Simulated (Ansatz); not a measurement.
# CH6MoN2O: how energies converge with the basis set

One table from this session's results is given with a row withheld; the runs are named, their logs left out.

Method: one geometry, several basis sets; program: Ansatz 0.2.0, Gaussian basis.

The runs, in order: PBE0-D4/def2-SVP; ωB97M-V/def2-SVP; PBE0-D4/def2-QZVPP; ωB97M-V/def2-QZVPP; the functionals' def2-TZVPP values are taken from earlier runs.

2 further runs of the same task are left out: 2 for a known fault of the program.

## The geometry

An earlier PBE0-D4 in a triple-zeta def2 set relaxation fixed the geometry. Mo takes the def2 core potential; no spin-orbit term is included.

SMILES `[CH3][Mo](=[NH])(=[NH])[OH]`, 11 atoms, charge 0, spin multiplicity 1.

Atoms are counted from 1 here; the program's logs count them from 0.

Bond lengths: C1–Mo2 2.112 Å, C1–H6 1.090 Å, C1–H7 1.094 Å, C1–H8 1.093 Å, Mo2–N3 1.725 Å, Mo2–N4 1.727 Å, Mo2–O5 1.892 Å, N3–H9 1.010 Å, N4–H10 1.011 Å, O5–H11 0.960 Å. Angles: Mo2–C1–H6 111.8°, Mo2–C1–H7 108.3°, Mo2–C1–H8 108.8°, H6–C1–H7 109.0°, H6–C1–H8 109.0°, H7–C1–H8 110.0°, C1–Mo2–N3 103.8°, C1–Mo2–N4 104.0°, C1–Mo2–O5 110.8°, N3–Mo2–N4 112.1°, N3–Mo2–O5 112.2°, N4–Mo2–O5 113.2°, Mo2–N3–H9 156.5°, Mo2–N4–H10 151.7°, Mo2–O5–H11 121.6°.

Coordinates:

```
C    -1.5232    0.3728    0.4345
Mo    0.4194   -0.2561   -0.1034
N     1.2765   -0.2743    1.3931
N     0.9837    0.9881   -1.1592
O     0.3700   -1.9614   -0.9214
H    -1.5113    1.3434    0.9310
H    -1.9485   -0.3697    1.1155
H    -2.1335    0.4428   -0.4701
H     1.9980   -0.0144    2.0504
H     1.6160    1.7438   -1.3869
H     0.5185   -2.0719   -1.8631
```

Set-up of the first run:

Contents of in.yaml:

```yaml
crystal:
  periodic: [false, false, false]
  atoms:
    - {symbol: C, position_ang: [-1.523221, 0.372768, 0.434527]}
    - {symbol: Mo, position_ang: [0.419359, -0.256127, -0.103370]}
    - {symbol: N, position_ang: [1.276490, -0.274327, 1.393070]}
    - {symbol: N, position_ang: [0.983695, 0.988114, -1.159245]}
    - {symbol: O, position_ang: [0.369977, -1.961367, -0.921377]}
    - {symbol: H, position_ang: [-1.511309, 1.343441, 0.931027]}
    - {symbol: H, position_ang: [-1.948501, -0.369738, 1.115492]}
    - {symbol: H, position_ang: [-2.133539, 0.442793, -0.470053]}
    - {symbol: H, position_ang: [1.998012, -0.014416, 2.050405]}
    - {symbol: H, position_ang: [1.616049, 1.743770, -1.386859]}
    - {symbol: H, position_ang: [0.518486, -2.071910, -1.863117]}
basis:
  gaussian: {orbitals: def2-SVP}
hamiltonian: {xc: pbe0, dispersion: d4}
output: {orbitals: {seedname: orbitals}}
```

Command:

```sh
ansatz run in.yaml --threads 4 --pin off --events-out ev --progress --plain --max-ram 10444MiB
```

Steps of the session up to this table: PBE0-D4 in def2-SVP; ωB97M-V in def2-SVP; PBE0-D4 in def2-QZVPP; ωB97M-V in def2-QZVPP.

One of the session's tables, all rows but one given; the rest of the session is left out.

It belongs to the step «Density functionals: the series». 

```
functional       basis  HOMO (eV)
   PBE0-D4    def2-SVP      -7.56
   PBE0-D4  def2-TZVPP      -7.64
   PBE0-D4  def2-QZVPP      -7.68
   ωB97M-V    def2-SVP          ?
   ωB97M-V  def2-TZVPP      -9.93
   ωB97M-V  def2-QZVPP      -9.97
```

Estimate the missing values for ωB97M-V, def2-SVP.

As computed: HOMO (eV): -9.84. In the column «HOMO (eV)» it lies between ωB97M-V, def2-TZVPP (-9.93) and PBE0-D4, def2-QZVPP (-7.68).
